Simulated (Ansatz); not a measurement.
What does this script print? It uses Ansatz 0.2.0, Python API.

`walk_scau3.py`
```python
"""Move one atom of ScAu3 step by step, each SCF seeded by the last."""

import warnings

import ansatz as az
from ase import Atoms
import numpy as np
import pandas as pd

warnings.simplefilter("ignore", az.DeckWarning)

atoms = Atoms(
    ["Sc", "Au", "Au", "Au"],
    scaled_positions=[
        (0.0, 0.0, 0.0),
        (0.25, 0.25, 0.25),
        (0.75, 0.75, 0.75),
        (0.5, 0.5, 0.5),
    ],
    cell=[
        (0.0, 3.31449, 3.31449),
        (3.31449, 0.0, 3.31449),
        (3.31449, 3.31449, 0.0),
    ],
    pbc=True,
)
crystal = az.Crystal.from_ase(atoms)

start = np.array(crystal.resolved().sites[1].position)
previous, rows = None, []
for step in range(4):
    target = start + step * 0.015 * np.eye(3)[0]
    job = (
        crystal.move(1, to=target).calculation()
        .kpoints(spacing=0.42)
        .functional(az.Functional.R2SCAN, dispersion="d4")
        .occupations(az.OccupationsMethod.FERMI_DIRAC, width=0.05)
        .forces()
    )
    session = job.session()
    if previous is not None:
        session.seed_next_step(previous)
    previous = session.plan(retain="wavefunctions").execute()
    summary = previous.report
    rows.append((step, summary["lagrangian_ev"], float(np.linalg.norm(summary["forces_ev_ang"][1])), summary["n_iterations"], summary["n_symmetry_ops"]))
rows = [(row[0], 1000 * (row[1] - rows[0][1]), *row[2:]) for row in rows]
print(pd.DataFrame(rows, columns=["step", "dE meV", "force on it eV/A", "iterations", "operations"]).round(4).to_string(index=False))
```

```console
$ python walk_scau3.py
 step   dE meV  force on it eV/A  iterations  operations
    0   0.0000            0.0000           8          48
    1  10.8330            0.3117           9           2
    2  44.5519            0.6591           9           2
    3 104.8740            1.0748           8           2
```

Notes:
- Spin is left out of this run.
- Dispersion corrections can be off by several per cent in the lattices of metals, and by several GPa in the pressure at a fixed cell.
- For a metal this k-point mesh is coarse: on a finer one energies can move by several to tens of meV an atom and pressures by half a GPa or more, differences at one mesh by less.
- Spin-orbit coupling, which matters for elements this heavy, is left out.
- This cell is a computed structure, which may not be the phase found in nature.
- The first step keeps the crystal's symmetry; the moved atom lowers it.
- It ran for 27 s on 1 thread of Intel(R) Xeon(R) 6975P-C (Granite Rapids) (shared host), peak memory 0.69 GiB.

(Lines on the test bed's own set-up are left out of the output.)
